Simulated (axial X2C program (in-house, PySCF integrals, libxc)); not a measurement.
**A two-component session on SbSn: properties at the nuclei**

Aim: properties at the nuclei of SbSn, with spin–orbit coupling in the Hamiltonian from the start.

Program: an in-house X2C program for linear molecules on PySCF integrals. Level of theory: two-component X2C with atomic mean-field terms, Sb dyall-cv3z, Sn dyall-cv3z. These are calculated values, not measurements.

## 1. The job

File task.json:

```json
{"zs": [51, 50], "q": 0, "bas": ["dyall-cv3z", "dyall-cv3z"], "r0": 2.8, "levels": ["PBE0", "HF", "BHandHLYP", "PBE", "LDA"], "nst": 3}
```

Keys: zs atomic numbers; q charge; bas basis sets; r0 starting distance in Å; levels methods (HF also brings MP2); nst determinants followed.

Command:

```
$ python soeom.py task.json out
```

Further steps of the session: Expectation values, lowest determinant; Expectation values, a higher determinant; Expectation values, a higher determinant.

**Question.** What will these runs give? Wanted: lowest determinant; Eeff magnitude; Ws magnitude Sb; A∥/gI Sb; qzz Sb; higher determinant (for each run or level that gives them).

**Answer**, as computed:

| quantity | value |
| --- | --- |
| lowest determinant | Ω = 3/2 (excess of +ω over −ω: ω = 3/2) |
| Eeff magnitude (GV/cm), PBE0 | 0.295 |
| Ws magnitude Sb (kHz), PBE0 | 0.153 |
| A∥/gI Sb (MHz), PBE0 | 134 |
| qzz Sb (a.u.), PBE0 | -4.12 |
| higher determinant | Ω = 1/2 (excess of +ω over −ω: ω = 1/2) |
| Eeff magnitude (GV/cm), PBE0, higher determinant | 2.52 |
| Ws magnitude Sb (kHz), PBE0, higher determinant | 2.04 |
| A∥/gI Sb (MHz), PBE0, higher determinant | 1890 |
| qzz Sb (a.u.), PBE0, higher determinant | -4.45 |
| higher determinant | Ω = 1/2 (excess of +ω over −ω: 2 × ω = -1/2, ω = 3/2) |
| Eeff magnitude (GV/cm), PBE0, higher determinant | 1.06 |
| Ws magnitude Sb (kHz), PBE0, higher determinant | 1.03 |
| A∥/gI Sb (MHz), PBE0, higher determinant | -2130 |
| qzz Sb (a.u.), PBE0, higher determinant | -5.74 |

In words: In the first state, the effective field runs from 0.0659 to 1.25 GV/cm over the mean-field levels, so the levels don't agree on it. The expectation values come from single determinants, which for open shells can mix terms of unlike spin or miss the lowest Ω, so a determinant need not be a state. Eeff is the effective electric field on the electron dipole moment in this Ω state and Ws the scalar–pseudoscalar constant (defined with the proton number Z and per Ω); A∥ is the parallel hyperfine constant, which follows by multiplying with the nuclear g factor gI = μI/(I μN); qzz is the electric field gradient, eQq0 = 234.96 MHz × Q/barn × qzz; μ is positive if Sn is the positive end. The operators were transformed with the bare-nucleus X2C matrices.
